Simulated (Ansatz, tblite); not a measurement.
**Si(OMe)Me3 (C4H12OSi): one state, many levels**

Aim: run the singlet of Si(OMe)Me3 (C4H12OSi) at one geometry on many levels, and compare frontier levels, spin and run time.

Computed with Ansatz 0.2.0, Gaussian basis. Level: as each input shows.

Levels to be run: GFN1-xTB, GFN2-xTB, PBE-D4/def2-TZVP, r2SCAN-D4/def2-TZVP, r2SCAN0-D4/def2-TZVP, CAM-B3LYP-D4/def2-TZVP, revPBE-D4/def2-TZVP, PBE-D4/def2-SVP, PBE0-D4/def2-SVP, HF/STO-3G, HF/6-31G, B3LYP-D4/6-31G, CCSD(T)/def2-SVP, MP2/def2-TZVP, RPA/def2-TZVP.

2 further runs of the same task are left out: 2 set aside as unsound or not needed.

## Step 1: The relaxed structure

The singlet was relaxed beforehand with r2SCAN-D4/def2-SVP.

18 atoms, charge 0, spin multiplicity 1.

Bond lengths: Si1–O2 1.680 Å, Si1–C7 1.879 Å, Si1–C11 1.879 Å, Si1–C15 1.867 Å, O2–C3 1.404 Å, C3–H4 1.108 Å, C3–H5 1.102 Å, C3–H6 1.108 Å, C7–H8 1.102 Å, C7–H9 1.103 Å, C7–H10 1.103 Å, C11–H12 1.102 Å, C11–H13 1.103 Å, C11–H14 1.103 Å, C15–H16 1.102 Å, C15–H17 1.102 Å, C15–H18 1.102 Å. Angles: O2–Si1–C7 109.8°, O2–Si1–C11 109.9°, O2–Si1–C15 104.9°, C7–Si1–C11 109.9°, C7–Si1–C15 111.2°, C11–Si1–C15 111.1°, Si1–O2–C3 124.2°, O2–C3–H4 112.3°, O2–C3–H5 108.9°, O2–C3–H6 112.4°, H4–C3–H5 107.6°, H4–C3–H6 107.7°, H5–C3–H6 107.6°, Si1–C7–H8 111.1°, Si1–C7–H9 112.0°, Si1–C7–H10 111.0°, H8–C7–H9 107.7°, H8–C7–H10 107.7° and more.

PBE0-D4/def2-TZVP was run before; its log isn't repeated, and its numbers join the tables.

## Step 2: GFN1-xTB

Tight binding, by tblite at 300 K electronic temperature and without a spin-polarisation term:

```python
tblite.interface.Calculator('GFN1-xTB', numbers, positions, charge=0, uhf=0).singlepoint()
```

Energy -586.3162 eV, HOMO -11.42 eV, LUMO -4.00 eV; 0.01 s.

## Step 3: GFN2-xTB

Tight binding, by tblite at 300 K electronic temperature and without a spin-polarisation term:

```python
tblite.interface.Calculator('GFN2-xTB', numbers, positions, charge=0, uhf=0).singlepoint()
```

Energy -557.7112 eV, HOMO -10.56 eV, LUMO -3.40 eV; 0.007 s.

## Step 4: PBE-D4/def2-TZVP

start.molden holds the orbitals of an earlier run on this state, given as this run's starting guess.

Input file in.yaml:

```yaml
crystal:
  periodic: [false, false, false]
  atoms:
    - {symbol: Si, position_ang: [-0.150967, -0.262285, -0.218134]}
    - {symbol: O, position_ang: [-0.128999, -0.208713, 1.461303]}
    - {symbol: C, position_ang: [0.463086, 0.820284, 2.210106]}
    - {symbol: H, position_ang: [1.550296, 0.910214, 2.016275]}
    - {symbol: H, position_ang: [0.331868, 0.602791, 3.282533]}
    - {symbol: H, position_ang: [0.001585, 1.807309, 2.008784]}
    - {symbol: C, position_ang: [1.607974, -0.286579, -0.878360]}
    - {symbol: H, position_ang: [2.177614, -1.131496, -0.457510]}
    - {symbol: H, position_ang: [2.153550, 0.640399, -0.635608]}
    - {symbol: H, position_ang: [1.616543, -0.390986, -1.976328]}
    - {symbol: C, position_ang: [-1.065622, 1.233828, -0.892954]}
    - {symbol: H, position_ang: [-2.088358, 1.290325, -0.485215]}
    - {symbol: H, position_ang: [-1.145585, 1.185523, -1.991952]}
    - {symbol: H, position_ang: [-0.552812, 2.178052, -0.645355]}
    - {symbol: C, position_ang: [-1.049235, -1.844857, -0.635751]}
    - {symbol: H, position_ang: [-2.068657, -1.839314, -0.217568]}
    - {symbol: H, position_ang: [-0.521661, -2.717608, -0.218516]}
    - {symbol: H, position_ang: [-1.130621, -1.986887, -1.725762]}
basis:
  gaussian: {orbitals: def2-TZVP, initial_orbitals: start.molden}
hamiltonian: {xc: pbe, dispersion: d4}
scf: {omitted_lower_state_checks: [starts]}
output: {orbitals: {seedname: orbitals}}
```

Command:

```sh
$ ansatz run in.yaml --threads 2 --pin off --events-out ev --progress --plain --max-ram 32768MiB --backend cpu
```

Further steps of the session: r2SCAN-D4/def2-TZVP; r2SCAN0-D4/def2-TZVP; CAM-B3LYP-D4/def2-TZVP; revPBE-D4/def2-TZVP; PBE-D4/def2-SVP; PBE0-D4/def2-SVP; HF/STO-3G; HF/6-31G; B3LYP-D4/6-31G; CCSD(T)/def2-SVP; MP2/def2-TZVP; RPA/def2-TZVP.

Before running them: what should the planned runs give, taken together? Wanted: gap in def2-TZVP, named functionals, smallest and largest; correlation energy, CCSD(T)/def2-SVP; correlation energy, MP2/def2-TZVP; binding an atom, CCSD(T)/def2-SVP; PBE0 total energy, smallest basis above largest.

The runs gave:

| quantity | value |
| --- | --- |
| gap in def2-TZVP, named functionals, smallest and largest | 6.20 eV (PBE-D4), 10.64 eV (CAM-B3LYP-D4) |
| correlation energy, CCSD(T)/def2-SVP | -26.31 eV |
| correlation energy, MP2/def2-TZVP | -28.31 eV |
| binding an atom, CCSD(T)/def2-SVP | 3.807 eV |
| PBE0 total energy, smallest basis above largest | 10.05 eV (def2-SVP, def2-TZVP) |

What this shows: Orbital gaps of the named functionals in def2-TZVP span 6.20 eV (PBE-D4) to 10.64 eV (CAM-B3LYP-D4); exact exchange widens it. A small miss in a minimal or small basis is a cancelling of errors, not accuracy. The functionals in def2-TZVP miss CCSD(T)/def2-SVP by +0.155 (revPBE-D4) to +0.235 eV (PBE-D4) an atom. The yardstick is in a double-zeta basis, so levels in larger sets aren't compared like for like. CCSD(T)/def2-SVP isn't at the basis-set limit; small misses against it rank nothing.
